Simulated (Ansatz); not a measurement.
# C2H4CuNO: a ladder of functionals and wavefunction methods

One table from this session's results is given with a row withheld; the runs are named, their logs left out.

Method: functionals in def2-TZVPP, the program's frozen cores in correlated methods; program: Ansatz 0.2.0, Gaussian basis.

The runs, in order: LDA (SPW92), PBE-D4, revPBE-D4, BLYP-D4, r2SCAN-D4, B97M-V, PBE0-D4, B3LYP-D4, r2SCANh-D4, r2SCAN0-D4, HSE06-D4, BHLYP-D4, CAM-B3LYP-D4, LC-ωPBE, ωB97X-V, ωB97M-V, B2PLYP, PBE-QIDH; CCSD(T)/def2-SVP; CCSD(T)/def2-TZVPP; MP2/def2-QZVPP; extrapolation to the limit; RPA on PBE.

### Structure used throughout

An earlier PBE0-D4 in a triple-zeta def2 set relaxation fixed the geometry.

SMILES `CC#[N+][Cu-][OH]`, 9 atoms, charge 0, spin multiplicity 1.

Atoms are counted from 1 here; the program's logs count them from 0.

Bond lengths: C1–C2 1.443 Å, C1–H6 1.091 Å, C1–H7 1.091 Å, C1–H8 1.091 Å, C2–N3 1.147 Å, N3–Cu4 1.814 Å, Cu4–O5 1.780 Å, O5–H9 0.958 Å. Angles: C2–C1–H6 109.9°, C2–C1–H7 109.8°, C2–C1–H8 109.9°, H6–C1–H7 109.1°, H6–C1–H8 109.1°, H7–C1–H8 109.0°, C1–C2–N3 180.0°, C2–N3–Cu4 179.7°, N3–Cu4–O5 176.2°, Cu4–O5–H9 112.6°.

Set-up of the first run:

in.yaml

```yaml
crystal:
  periodic: [false, false, false]
  atoms:
    - {symbol: C, position_ang: [0.418493, -2.028919, 0.840774]}
    - {symbol: C, position_ang: [0.186634, -0.718238, 0.282874]}
    - {symbol: N, position_ang: [0.003075, 0.323404, -0.161134]}
    - {symbol: Cu, position_ang: [-0.280624, 1.969399, -0.867713]}
    - {symbol: O, position_ang: [-0.450847, 3.580771, -1.605538]}
    - {symbol: H, position_ang: [1.067063, -1.951860, 1.715162]}
    - {symbol: H, position_ang: [-0.530431, -2.477722, 1.139395]}
    - {symbol: H, position_ang: [0.896724, -2.669153, 0.097462]}
    - {symbol: H, position_ang: [-1.310097, 3.972327, -1.441281]}
basis:
  gaussian: {orbitals: def2-TZVPP}
hamiltonian: {xc: lda}
output: {orbitals: {seedname: orbitals}}
```

Run with:

```bash
ansatz run in.yaml --threads 4 --pin off --events-out ev --progress --plain --max-ram 10444MiB
```

Steps of the session up to this table: LDA; PBE-D4 (GGA); revPBE-D4 (GGA); BLYP-D4 (GGA); r2SCAN-D4 (meta-GGA); B97M-V (meta-GGA); PBE0-D4 (hybrid); B3LYP-D4 (hybrid); r2SCANh-D4 (hybrid); r2SCAN0-D4 (hybrid); HSE06-D4 (hybrid); BHLYP-D4 (hybrid); CAM-B3LYP-D4 (range-separated); LC-ωPBE (range-separated); ωB97X-V (range-separated); ωB97M-V (range-separated); B2PLYP (double hybrid); PBE-QIDH (double hybrid).

One of the session's tables, all rows but one given; the rest of the session is left out.

It belongs to the step «Orbital energies across the functionals». 

| functional | HOMO (eV) | gap (eV) |
| --- | --- | --- |
| LDA (SPW92) | -4.72 | 2.96 |
| PBE-D4 | -4.48 | 2.95 |
| revPBE-D4 | -4.39 | 2.95 |
| BLYP-D4 | ? | ? |
| r2SCAN-D4 | -4.62 | 3.31 |
| B97M-V | -4.64 | 3.38 |
| PBE0-D4 | -5.79 | 5.18 |
| B3LYP-D4 | -5.59 | 4.72 |
| r2SCANh-D4 | -5.13 | 4.15 |
| r2SCAN0-D4 | -5.94 | 5.47 |
| HSE06-D4 | -5.38 | 4.40 |
| BHLYP-D4 | -7.17 | 7.62 |
| CAM-B3LYP-D4 | -7.22 | 7.71 |
| LC-ωPBE | -8.47 | 10.16 |
| ωB97X-V | -8.16 | 9.78 |
| ωB97M-V | -8.17 | 9.45 |

Estimate the missing values for BLYP-D4.

Worked estimate for «HOMO (eV)». Against the share of exact exchange, B3LYP-D4 (0.2, -5.59), BHLYP-D4 (0.5, -7.17) give a slope of -5.27 per unit share; at 0 the line stands at -4.54.

As computed: HOMO (eV): -4.38; gap (eV): 2.96. In «HOMO (eV)» the line misses by -0.16.
